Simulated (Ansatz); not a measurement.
# F2GeH2O (SMILES [OH][GeH]([F])[F]): a rigid scan of the dihedral angle H5–O1–Ge2–F3

Aim: the energy along the dihedral angle H5–O1–Ge2–F3, from CCSD(T) and from cheaper methods, relative to the minimum. No other atom is relaxed.

The runs use Ansatz 0.2.0, Gaussian basis; single points in def2-TZVPP.

Levels: PBE-D4, r2SCAN-D4, PBE0-D4, B3LYP-D4, wB97M-V, Hartree-Fock, MP2, CCSD, CCSD(T). The scan takes 65.7, 105.7, 145.7, -174.3, -134.3, -94.3, -54.3, -14.3, 25.7°.

Correlated methods freeze the cores. Filled d shells of the heavier atoms are correlated. B3LYP uses VWN-RPA correlation.

27 further runs of the same task are left out: 27 set aside as unsound or not needed.

## Step 1: The starting structure

SMILES `[OH][GeH]([F])[F]`, 6 atoms, charge 0, spin multiplicity 1.

Atoms are counted from 1 here; the program's logs count them from 0.

Bond lengths: O1–Ge2 1.762 Å, O1–H5 1.047 Å, Ge2–F3 1.734 Å, Ge2–F4 1.679 Å, Ge2–H6 1.562 Å. Angles: Ge2–O1–H5 104.1°, O1–Ge2–F3 107.4°, O1–Ge2–F4 111.3°, O1–Ge2–H6 109.5°, F3–Ge2–F4 108.3°, F3–Ge2–H6 110.5°, F4–Ge2–H6 109.9°.

Geometry (Å):

| atom | x (Å) | y (Å) | z (Å) |
| --- | --- | --- | --- |
| O1 | 0.2571 | 0.5739 | -1.2706 |
| Ge2 | 0.0834 | -0.2594 | 0.2720 |
| F3 | 1.2114 | -1.5757 | 0.2788 |
| F4 | -1.4627 | -0.8880 | 0.4550 |
| H5 | -0.4414 | 1.3526 | -1.2196 |
| H6 | 0.3943 | 0.7326 | 1.4382 |

## Step 2: A first relaxation in a small basis

pre/in.yaml reads:

```yaml
crystal:
  periodic: [false, false, false]
  atoms:
    - {symbol: O, position_ang: [0.257100, 0.573900, -1.270600]}
    - {symbol: Ge, position_ang: [0.083400, -0.259400, 0.272000]}
    - {symbol: F, position_ang: [1.211400, -1.575700, 0.278800]}
    - {symbol: F, position_ang: [-1.462700, -0.888000, 0.455000]}
    - {symbol: H, position_ang: [-0.441400, 1.352600, -1.219600]}
    - {symbol: H, position_ang: [0.394300, 0.732600, 1.438200]}
basis:
  gaussian: {orbitals: def2-SVP}
hamiltonian: {xc: pbe, dispersion: d4}
relax: {f_tol: 0.03, max_steps: 250}
```

No record of the launch command was kept for these runs.

Further steps of the session: Relaxation at PBE0-D4; The minimum at every level; H5–O1–Ge2–F3 = 65.7°; H5–O1–Ge2–F3 = 105.7°; H5–O1–Ge2–F3 = 145.7°; H5–O1–Ge2–F3 = -174.3°; H5–O1–Ge2–F3 = -134.3°; H5–O1–Ge2–F3 = -94.3°; H5–O1–Ge2–F3 = -54.3°; H5–O1–Ge2–F3 = -14.3°; H5–O1–Ge2–F3 = 25.7°.

**Question.** What will these runs give? Wanted: highest point, CCSD(T); lowest point, CCSD(T); RMS deviation from CCSD(T); largest T1 diagnostic.

As calculated:

| quantity | value |
| --- | --- |
| highest point, CCSD(T) | 2.5 kcal/mol at -94.3° |
| lowest point, CCSD(T) | 0.0 kcal/mol at 56.4° |
| RMS deviation from CCSD(T) | PBE-D4 0.0, r2SCAN-D4 0.0, PBE0-D4 0.1, B3LYP-D4 0.1, wB97M-V 0.1, Hartree-Fock 0.1, MP2 0.0, CCSD 0.0 kcal/mol |
| largest T1 diagnostic | 0.012 |

**Reading.** Over the points sampled the torsion costs at most 2.5 kcal/mol, a hindered rotation that is fast at room temperature. A rigid scan overstates barriers, since nothing else may give way. The curve of CCSD lies nearest to CCSD(T), that of Hartree-Fock farthest.
